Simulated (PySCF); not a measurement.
# C4H10BN3: electronic excitations

What electronic excitations should C4H10BN3 (`CN[B@-]1(C#N)CC[NH2+]1`) show?

The runs use PySCF 2.14.0, with density-fitted response routines of our own; the level of theory stands in each step. All values are computed, except where a source is named. Atoms count from 0, in the outputs and in this text.

## (1) The molecule as given

18 atoms, charge 0, multiplicity 1; geometry from: GFN2-xTB.

Bonds of the start (Å): C0–N1 1.45, N1–B2 1.38, B2–C3 1.53, C3–N4 1.15, B2–C5 1.59, C5–C6 1.53, C6–N7 1.46, C0–H8 1.09, C0–H9 1.09, C0–H10 1.09, N1–H11 1.01, C5–H12 1.09, C5–H13 1.09, C6–H14 1.10, C6–H15 1.09, N7–H16 1.01, N7–H17 1.02.

The optimised geometry no longer has the bonds of the starting formula, so what follows describes that rearranged structure.

## (2) Excited states and response: PBE0/def2-SVPD

The job: settings as JSON, then the geometry in Å.

```
{"job": {"kind": "uv", "xc": "PBE0", "basis": "def2-SVPD", "nstates": 8, "ntriplets": 3}, "charge": 0, "multiplicity": 1}
C     -2.729438     0.284736     0.726785
N     -1.439678    -0.368258     0.715491
B     -0.473282    -0.324838    -0.266242
C     -0.725255     0.517286    -1.520785
N     -0.881888     1.161617    -2.458756
C      0.908185    -1.108107    -0.122603
C      2.126101    -0.227160    -0.429532
N      2.196040     0.862700     0.534884
H     -2.881185     0.808078    -0.215274
H     -3.530188    -0.447389     0.856661
H     -2.788883     1.008154     1.544438
H     -1.270937    -0.899565     1.558712
H      1.029821    -1.514870     0.882927
H      0.928899    -1.953026    -0.816200
H      2.063085     0.124810    -1.473098
H      3.046375    -0.810598    -0.325915
H      3.025187     1.424199     0.371987
H      1.388281     1.468548     0.424863
```

With the program's defaults for keys left out, this is: TDDFT PBE0/def2-SVPD, vertical, gas phase, core orbitals frozen in the response.

Run with:

```sh
OMP_NUM_THREADS=1 python probes_run.py task.json out
```

This one command runs all jobs of the session in turn.

What will the session give for the following? lowest singlet (PBE0/def2-SVPD); brightest single state of those computed; lowest triplet; surface potential, 1st and 99th percentile. Wanted: lowest singlet; brightest single state of those computed; lowest triplet; surface potential, 1st and 99th percentile.

As calculated:

| quantity | value |
| --- | --- |
| lowest singlet (PBE0/def2-SVPD) | 4.72 eV (262 nm), f = 0.007 |
| brightest single state of those computed | state 4, 6.42 eV, f = 0.234 |
| lowest triplet | 4.65 eV |
| surface potential, 1st and 99th percentile | -1.73 V and 1.93 V |

**Reading.** The structure rearranged or came apart on optimisation; the results belong to the end geometry, not to the formula as drawn. The first singlet state (HOMO→LUMO 0.99) lies at 4.72 eV and is weak; of the 8 states computed, the strongest absorption comes from state 4 at 6.42 eV. The lowest triplet lies 0.07 eV below the lowest singlet (triplets in Tamm-Dancoff, singlets in full TDDFT). By nearest atom (PBE0/def2-SVPD), the HOMO sits on N7 62 %; H14 12 % and the LUMO on B2 31 %; N4 23 %.
